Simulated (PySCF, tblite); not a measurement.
# C6H10S: a rotation path, then NMR shifts on frames, part 2 of 2

tblite 0.8.0 and PySCF 2.14.0. Atoms count from 0. Earlier steps stand in the parts before.

**5. Shielding tensors: image 4, PBE0/pcSseg-1**

The job: settings as JSON, then the geometry in Å.

```
{"job": {"kind": "nmr", "xc": "PBE0", "basis": "pcSseg-1", "pop": false}, "charge": 0, "multiplicity": 1}
C      2.802000     0.584200    -0.243900
S      2.056500    -0.767200     0.725500
C      0.352300    -0.506900     0.296000
C     -0.240200    -0.946000    -0.803100
C     -1.698800    -0.605600    -0.815700
C     -1.844200     0.400500     0.341200
C     -0.600500     0.195900     1.221300
H      2.655900     0.402400    -1.304600
H      3.860400     0.585900    -0.005400
H      2.348500     1.525200     0.051300
H      0.227500    -1.510100    -1.590900
H     -2.281200    -1.513700    -0.634300
H     -2.024100    -0.191700    -1.771000
H     -2.767200     0.255700     0.899000
H     -1.845800     1.415000    -0.059200
H     -0.198700     1.135100     1.603600
H     -0.809400    -0.446700     2.080400
```

Level: GIAO PBE0/pcSseg-1 NMR shielding, non-relativistic, gas phase.

Output:

```text
coarse grid: 14344 points
cycle   1  E = -632.2717071531  dE =  8.418e-01  |g| = 3.560e-01  |ddm| = 3.757e+00
cycle   2  E = -632.2704126083  dE =  1.295e-03  |g| = 3.798e-01  |ddm| = 7.252e-01
cycle   3  E = -632.3069176742  dE = -3.651e-02  |g| = 5.408e-02  |ddm| = 4.054e-01
cycle   4  E = -632.3075735276  dE = -6.559e-04  |g| = 2.290e-02  |ddm| = 1.002e-01
cycle   5  E = -632.3076897891  dE = -1.163e-04  |g| = 9.086e-03  |ddm| = 3.284e-02
cycle   6  E = -632.3077083050  dE = -1.852e-05  |g| = 3.231e-03  |ddm| = 1.131e-02
cycle   7  E = -632.3077106586  dE = -2.354e-06  |g| = 5.190e-04  |ddm| = 3.432e-03
final grid: 132720 points
cycle   8  E = -632.3535654445  dE = -3.205e-05  |g| = 9.746e-03  |ddm| = 3.176e-02
cycle   9  E = -632.3535499461  dE =  1.550e-05  |g| = 1.255e-02  |ddm| = 2.041e-02
cycle  10  E = -632.3535894291  dE = -3.948e-05  |g| = 4.785e-04  |ddm| = 1.253e-02
cycle  11  E = -632.3535894786  dE = -4.946e-08  |g| = 1.806e-04  |ddm| = 8.519e-04
cycle  12  E = -632.3535894851  dE = -6.572e-09  |g| = 7.661e-05  |ddm| = 2.609e-04
cycle  13  E = -632.3535894865  dE = -1.343e-09  |g| = 2.683e-05  |ddm| = 1.015e-04
cycle  14  E = -632.3535894867  dE = -1.731e-10  |g| = 5.434e-06  |ddm| = 2.931e-05
converged SCF energy = -632.3535894867

GIAO shielding tensors (ppm)
atom      isotropic    diamagn.    paramagn.     s11        s22        s33       span
  0 C      160.354     249.632     -89.278    134.995    160.925    185.143     50.147
  1 S      557.339    1056.178    -498.839    406.573    497.608    767.836    361.263
  2 C       36.713     261.029    -224.315    -68.931     58.452    120.618    189.549
  3 C       37.679     253.257    -215.578    -72.399     56.326    129.111    201.511
  4 C      149.207     249.237    -100.030    125.885    151.895    169.841     43.956
  5 C      159.840     247.512     -87.672    132.368    172.024    175.129     42.761
  6 C      144.837     245.986    -101.149    113.015    148.821    172.676     59.660
  7 H       29.497      30.369      -0.872     24.535     28.043     35.913     11.378
  8 H       29.863      28.329       1.534     25.111     26.448     38.030     12.919
  9 H       29.296      30.467      -1.171     24.236     28.141     35.511     11.276
 10 H       25.416      32.946      -7.531     23.097     24.003     29.148      6.051
 11 H       29.048      29.406      -0.358     24.903     26.957     35.284     10.381
 12 H       29.239      29.874      -0.635     25.024     27.166     35.527     10.503
 13 H       29.654      29.274       0.380     25.161     27.568     36.233     11.072
 14 H       29.785      30.543      -0.758     24.802     28.398     36.155     11.353
 15 H       29.202      30.692      -1.491     24.950     29.022     33.633      8.683
 16 H       29.017      29.952      -0.935     24.534     28.367     34.149      9.615
```

Run time: 23 s. Hardware: 1 thread of Arm Neoverse V1, shared host; peak memory 0.8 GiB.

Key values: δ C2 150.2, C3 149.2, C6 42.1, C4 37.7, H10 6.30, H16 2.70 ppm.

**6. Nuclear shieldings: image 6, PBE0/pcSseg-1**

The job: settings as JSON, then the geometry in Å.

```
{"job": {"kind": "nmr", "xc": "PBE0", "basis": "pcSseg-1", "pop": false}, "charge": 0, "multiplicity": 1}
C      2.760000     0.713700     0.050400
S      2.088800    -0.972000     0.219500
C      0.372100    -0.613300     0.019900
C     -0.414200    -1.171200    -0.890100
C     -1.835900    -0.725000    -0.742500
C     -1.738900     0.450200     0.247600
C     -0.394500     0.268600     0.968000
H      2.538600     1.086400    -0.945600
H      3.832300     0.639600     0.193300
H      2.326000     1.355400     0.809600
H     -0.102900    -1.882400    -1.633800
H     -2.442900    -1.541500    -0.341800
H     -2.272400    -0.427300    -1.696900
H     -2.574500     0.476600     0.944100
H     -1.727800     1.389800    -0.306400
H      0.089900     1.222800     1.175500
H     -0.510800    -0.258500     1.919400
```

With the program's defaults for keys left out, this is: GIAO PBE0/pcSseg-1 NMR shielding, non-relativistic, gas phase.

Output:

```text
coarse grid: 14344 points
cycle   1  E = -632.2739638168  dE =  8.551e-01  |g| = 3.595e-01  |ddm| = 3.772e+00
cycle   2  E = -632.2708396485  dE =  3.124e-03  |g| = 3.914e-01  |ddm| = 7.489e-01
cycle   3  E = -632.3096710205  dE = -3.883e-02  |g| = 5.843e-02  |ddm| = 4.288e-01
cycle   4  E = -632.3104275326  dE = -7.565e-04  |g| = 2.623e-02  |ddm| = 1.048e-01
cycle   5  E = -632.3105814993  dE = -1.540e-04  |g| = 9.965e-03  |ddm| = 3.550e-02
cycle   6  E = -632.3106045592  dE = -2.306e-05  |g| = 3.073e-03  |ddm| = 1.349e-02
cycle   7  E = -632.3106066344  dE = -2.075e-06  |g| = 5.781e-04  |ddm| = 3.382e-03
final grid: 132720 points
cycle   8  E = -632.3561509027  dE = -3.433e-05  |g| = 9.830e-03  |ddm| = 3.329e-02
cycle   9  E = -632.3561344253  dE =  1.648e-05  |g| = 1.276e-02  |ddm| = 2.115e-02
cycle  10  E = -632.3561752916  dE = -4.087e-05  |g| = 5.423e-04  |ddm| = 1.317e-02
cycle  11  E = -632.3561753517  dE = -6.011e-08  |g| = 2.495e-04  |ddm| = 1.014e-03
cycle  12  E = -632.3561753651  dE = -1.341e-08  |g| = 9.009e-05  |ddm| = 3.157e-04
cycle  13  E = -632.3561753670  dE = -1.916e-09  |g| = 2.749e-05  |ddm| = 1.172e-04
cycle  14  E = -632.3561753672  dE = -1.803e-10  |g| = 7.097e-06  |ddm| = 3.603e-05
converged SCF energy = -632.3561753672

GIAO shielding tensors (ppm)
atom      isotropic    diamagn.    paramagn.     s11        s22        s33       span
  0 C      165.470     250.454     -84.985    147.059    162.437    186.913     39.854
  1 S      527.364    1055.970    -528.605    373.229    478.633    730.231    357.002
  2 C       38.586     261.582    -222.996    -63.867     60.378    119.247    183.114
  3 C       44.232     252.328    -208.096    -60.135     63.240    129.593    189.728
  4 C      150.283     249.356     -99.073    127.840    153.254    169.755     41.915
  5 C      160.582     247.382     -86.800    134.508    172.789    174.449     39.941
  6 C      149.764     246.433     -96.669    119.739    158.095    171.457     51.718
  7 H       29.706      30.253      -0.547     24.833     27.621     36.665     11.831
  8 H       29.883      28.305       1.579     25.177     26.590     37.883     12.706
  9 H       29.142      30.772      -1.630     23.792     28.670     34.963     11.171
 10 H       25.523      32.651      -7.127     23.688     24.208     28.673      4.985
 11 H       29.147      29.251      -0.104     24.937     26.916     35.588     10.651
 12 H       29.235      29.588      -0.353     24.995     26.952     35.759     10.764
 13 H       29.681      29.512       0.169     25.153     27.581     36.309     11.156
 14 H       29.866      30.676      -0.811     24.681     28.525     36.391     11.710
 15 H       29.022      31.606      -2.585     23.827     29.708     33.530      9.703
 16 H       29.357      30.259      -0.902     24.754     28.358     34.958     10.204
```

Run time: 23 s. Hardware: 1 thread of Arm Neoverse V1, shared host; peak memory 0.8 GiB.

In short: δ C2 148.3, C3 142.7, C6 37.2, C4 36.6, H10 6.19, H15 2.70 ppm.

**7. Nuclear shieldings: image 8, PBE0/pcSseg-1**

The job: settings as JSON, then the geometry in Å.

```
{"job": {"kind": "nmr", "xc": "PBE0", "basis": "pcSseg-1", "pop": false}, "charge": 0, "multiplicity": 1}
C      2.788400     0.687400     0.356000
S      2.100600    -0.853100    -0.328000
C      0.368400    -0.552800    -0.279400
C     -0.527100    -1.249200    -0.971300
C     -1.928700    -0.844700    -0.630900
C     -1.741700     0.452100     0.176000
C     -0.276600     0.443600     0.643300
H      2.484700     1.531200    -0.256100
H      3.866900     0.572000     0.314500
H      2.470300     0.815200     1.385800
H     -0.306200    -2.039100    -1.665800
H     -2.406600    -1.624800    -0.030400
H     -2.541700    -0.693600    -1.520600
H     -2.433900     0.519300     1.013400
H     -1.910600     1.313000    -0.471900
H      0.171200     1.435400     0.577400
H     -0.184500     0.100100     1.678000
```

Level: GIAO PBE0/pcSseg-1 NMR shielding, non-relativistic, gas phase.

Output:

```text
coarse grid: 14344 points
cycle   1  E = -632.2703047369  dE =  8.608e-01  |g| = 3.726e-01  |ddm| = 3.783e+00
cycle   2  E = -632.2607858601  dE =  9.519e-03  |g| = 4.307e-01  |ddm| = 7.959e-01
cycle   3  E = -632.3079642914  dE = -4.718e-02  |g| = 7.092e-02  |ddm| = 4.794e-01
cycle   4  E = -632.3090837979  dE = -1.120e-03  |g| = 3.282e-02  |ddm| = 1.137e-01
cycle   5  E = -632.3093318805  dE = -2.481e-04  |g| = 1.060e-02  |ddm| = 4.040e-02
cycle   6  E = -632.3093584615  dE = -2.658e-05  |g| = 2.804e-03  |ddm| = 1.514e-02
cycle   7  E = -632.3093601411  dE = -1.680e-06  |g| = 6.495e-04  |ddm| = 2.984e-03
final grid: 132720 points
cycle   8  E = -632.3560592696  dE = -4.298e-05  |g| = 1.028e-02  |ddm| = 3.723e-02
cycle   9  E = -632.3560408532  dE =  1.842e-05  |g| = 1.339e-02  |ddm| = 2.199e-02
cycle  10  E = -632.3560860890  dE = -4.524e-05  |g| = 6.138e-04  |ddm| = 1.369e-02
cycle  11  E = -632.3560861744  dE = -8.541e-08  |g| = 2.470e-04  |ddm| = 1.111e-03
cycle  12  E = -632.3560861890  dE = -1.456e-08  |g| = 8.252e-05  |ddm| = 3.463e-04
cycle  13  E = -632.3560861907  dE = -1.704e-09  |g| = 2.917e-05  |ddm| = 1.342e-04
cycle  14  E = -632.3560861909  dE = -1.876e-10  |g| = 7.792e-06  |ddm| = 3.069e-05
converged SCF energy = -632.3560861909

GIAO shielding tensors (ppm)
atom      isotropic    diamagn.    paramagn.     s11        s22        s33       span
  0 C      167.344     251.000     -83.656    153.418    164.983    183.629     30.211
  1 S      504.036    1055.802    -551.766    351.891    440.589    719.627    367.736
  2 C       40.118     262.100    -221.982    -58.518     62.259    116.613    175.132
  3 C       58.602     251.572    -192.970    -41.673     80.208    137.270    178.943
  4 C      149.245     248.683     -99.438    124.581    152.851    170.304     45.723
  5 C      161.592     246.694     -85.102    136.207    173.121    175.447     39.241
  6 C      149.035     247.158     -98.123    124.981    151.933    170.193     45.211
  7 H       29.351      30.576      -1.225     24.588     27.448     36.016     11.429
  8 H       29.865      28.004       1.861     24.902     26.718     37.974     13.071
  9 H       29.246      30.569      -1.323     24.288     28.092     35.358     11.070
 10 H       26.159      32.402      -6.243     23.781     25.179     29.518      5.738
 11 H       29.078      29.266      -0.188     24.852     26.766     35.618     10.766
 12 H       29.107      29.226      -0.119     24.774     26.846     35.701     10.928
 13 H       29.722      29.578       0.145     25.121     27.672     36.373     11.251
 14 H       29.825      30.344      -0.520     24.459     28.398     36.618     12.159
 15 H       29.193      32.471      -3.278     23.397     30.211     33.972     10.575
 16 H       29.202      31.012      -1.810     24.314     28.953     34.338     10.024
```

It took 23 s on 1 thread of Arm Neoverse V1, shared host; peak memory 0.82 GiB.

This run: δ C2 146.8, C3 128.3, C6 37.9, C4 37.7, H10 5.56, H11 2.64 ppm.

**8. Comparing the runs: NMR shifts**

Shifts (ppm) of some atoms, chosen among heavy atoms and hydrogens apart, with basis size and wall time:

| frame | C2 | C3 | C6 | C0 | H10 | H7 | S1 | functions | time |
| --- | --- | --- | --- | --- | --- | --- | --- | --- | --- |
| image 0 | 150.3 | 122.4 | 39.4 | 20.1 | 5.05 | 2.34 | 4 | 176 | 30 s |
| image 2 | 151.2 | 133.8 | 42.4 | 23.3 | 5.67 | 2.56 | -29 | 176 | 23 s |
| image 4 | 150.2 | 149.2 | 42.1 | 26.6 | 6.30 | 2.22 | -54 | 176 | 23 s |
| image 6 | 148.3 | 142.7 | 37.2 | 21.5 | 6.19 | 2.01 | -24 | 176 | 23 s |
| image 8 | 146.8 | 128.3 | 37.9 | 19.6 | 5.56 | 2.37 | 0 | 176 | 23 s |

**9. What came out**

The summary covers parts 1 to 2.

```
                                       quantity                                                           value
                                        barrier                              0.133 eV (3.1 kcal/mol) at image 4
                          end to end (GFN2-xTB)                                                        0.064 eV
13C shifts against TMS (PBE0/pcSseg-1, image 0)                        150.3, 122.4, 39.4, 37.2, 26.8, 20.1 ppm
 1H shifts against TMS (PBE0/pcSseg-1, image 0)  5.05, 2.66, 2.63, 2.54, 2.36, 2.34, 2.32, 2.14, 2.02, 1.99 ppm
33S shifts against CS2 (PBE0/pcSseg-1, image 0)                                                           4 ppm
          surface potential, 1st and 99th percentile                                              -0.98 V and 0.87 V
                       range of the shift of S1                                                    -54 to 4 ppm
```

Along the band the dihedral turns by 158°, and the top (dihedral 259°) lies 3.1 kcal/mol above the start (GFN2-xTB, rough), so at room temperature this motion is fast. The top was not checked by a frequency run. Shifts at one fixed geometry are not the observed spectrum, which averages over the motion. In the first frame run (image 0): The widest tensor belongs to S1: span 401 ppm, with a paramagnetic part of -557 ppm. Across the 5 runs the shift of S1 moves most, between -54 (image 4) and 4 ppm (image 0).
